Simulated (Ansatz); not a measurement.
# C₂H₈Al₂: up Jacob's ladder to CCSD(T)

One table from this session's results is given with a row withheld; the runs are named, their logs left out.

Method: functionals in def2-TZVPP, the program's frozen cores in correlated methods; program: Ansatz 0.2.0, Gaussian basis.

Levels to be run: LDA (SPW92), PBE-D4, revPBE-D4, BLYP-D4, r2SCAN-D4, B97M-V, PBE0-D4, B3LYP-D4, r2SCANh-D4, r2SCAN0-D4, HSE06-D4, BHLYP-D4, CAM-B3LYP-D4, LC-ωPBE, ωB97X-V, ωB97M-V, B2PLYP, PBE-QIDH; CCSD(T)/def2-SVP; CCSD(T)/def2-TZVPP; MP2/def2-QZVPP; extrapolation to the limit; RPA on PBE.

## The geometry

An earlier PBE0-D4 in a triple-zeta def2 set relaxation fixed the geometry.

SMILES `C[CH2][AlH][AlH2]`, 12 atoms, charge 0, spin multiplicity 1.

Atoms are counted from 1 here; the program's logs count them from 0.

Bond lengths: C1–C2 1.527 Å, C1–H5 1.094 Å, C1–H6 1.094 Å, C1–H7 1.094 Å, C2–Al3 1.969 Å, C2–H8 1.099 Å, C2–H9 1.099 Å, Al3–Al4 2.597 Å, Al3–H10 1.601 Å, Al4–H11 1.598 Å, Al4–H12 1.598 Å. Angles: C2–C1–H5 111.6°, C2–C1–H6 112.5°, C2–C1–H7 111.6°, H5–C1–H6 106.9°, H5–C1–H7 106.8°, H6–C1–H7 106.9°, C1–C2–Al3 116.7°, C1–C2–H8 110.5°, C1–C2–H9 110.5°, Al3–C2–H8 107.1°, Al3–C2–H9 107.1°, H8–C2–H9 104.2°, C2–Al3–Al4 121.9°, C2–Al3–H10 116.8°, Al4–Al3–H10 121.3°, Al3–Al4–H11 122.4°, Al3–Al4–H12 122.4°, H11–Al4–H12 115.2°.

The first run:

Input file in.yaml:

```yaml
crystal:
  periodic: [false, false, false]
  atoms:
    - {symbol: C, position_ang: [-0.753535, 1.511573, -0.046382]}
    - {symbol: C, position_ang: [0.265346, 0.978474, 0.957618]}
    - {symbol: Al, position_ang: [0.920962, -0.854727, 0.664959]}
    - {symbol: Al, position_ang: [0.091829, -2.307961, -1.321879]}
    - {symbol: H, position_ang: [-0.350285, 1.521885, -1.063651]}
    - {symbol: H, position_ang: [-1.070533, 2.534045, 0.181440]}
    - {symbol: H, position_ang: [-1.657464, 0.895176, -0.069816]}
    - {symbol: H, position_ang: [1.146175, 1.634194, 0.996501]}
    - {symbol: H, position_ang: [-0.143842, 1.015514, 1.976797]}
    - {symbol: H, position_ang: [1.993892, -1.412796, 1.713983]}
    - {symbol: H, position_ang: [-1.179881, -3.268566, -1.208792]}
    - {symbol: H, position_ang: [0.814437, -2.301813, -2.746878]}
basis:
  gaussian: {orbitals: def2-TZVPP}
hamiltonian: {xc: lda}
output: {orbitals: {seedname: orbitals}}
```

On the command line:

```sh
$ ansatz run in.yaml --threads 2 --pin off --events-out ev --progress --plain --max-ram 4352MiB
```

Among the steps run: LDA; PBE-D4 (GGA); revPBE-D4 (GGA); BLYP-D4 (GGA); r2SCAN-D4 (meta-GGA); B97M-V (meta-GGA); B3LYP-D4 (hybrid); r2SCANh-D4 (hybrid); r2SCAN0-D4 (hybrid); HSE06-D4 (hybrid); BHLYP-D4 (hybrid); CAM-B3LYP-D4 (range-separated); LC-ωPBE (range-separated); ωB97X-V (range-separated); ωB97M-V (range-separated); B2PLYP (double hybrid); PBE-QIDH (double hybrid).

One of the session's tables, all rows but one given; the rest of the session is left out.

It belongs to the step «Orbital energies across the functionals». 

| functional | HOMO (eV) | LUMO (eV) | gap (eV) |
| --- | --- | --- | --- |
| LDA (SPW92) | -5.68 | -2.95 | 2.73 |
| PBE-D4 | -5.61 | -2.73 | 2.88 |
| revPBE-D4 | -5.57 | -2.62 | 2.95 |
| BLYP-D4 | -5.47 | -2.56 | 2.91 |
| r2SCAN-D4 | -5.82 | -2.50 | 3.32 |
| B97M-V | -5.88 | -2.73 | 3.15 |
| PBE0-D4 | -6.62 | -1.98 | 4.64 |
| B3LYP-D4 | -6.44 | -2.14 | 4.30 |
| r2SCANh-D4 | -6.19 | -2.24 | 3.95 |
| r2SCAN0-D4 | ? | ? | ? |
| HSE06-D4 | -6.23 | -2.35 | 3.88 |
| BHLYP-D4 | -7.53 | -1.16 | 6.37 |
| CAM-B3LYP-D4 | -7.84 | -1.00 | 6.84 |
| LC-ωPBE | -9.11 | 0.03 | 9.14 |
| ωB97X-V | -8.81 | -0.08 | 8.72 |
| ωB97M-V | -8.54 | -0.35 | 8.18 |

**Question.** Estimate the row for r2SCAN0-D4.

Worked estimate for «HOMO (eV)». Against the share of exact exchange, r2SCAN-D4 (0, -5.82), r2SCANh-D4 (0.1, -6.19) give a slope of -3.70 per unit share; at 0.25 the line stands at -6.74.

As computed: HOMO (eV): -6.75; LUMO (eV): -1.86; gap (eV): 4.89. In «HOMO (eV)» the line misses by +0.01.
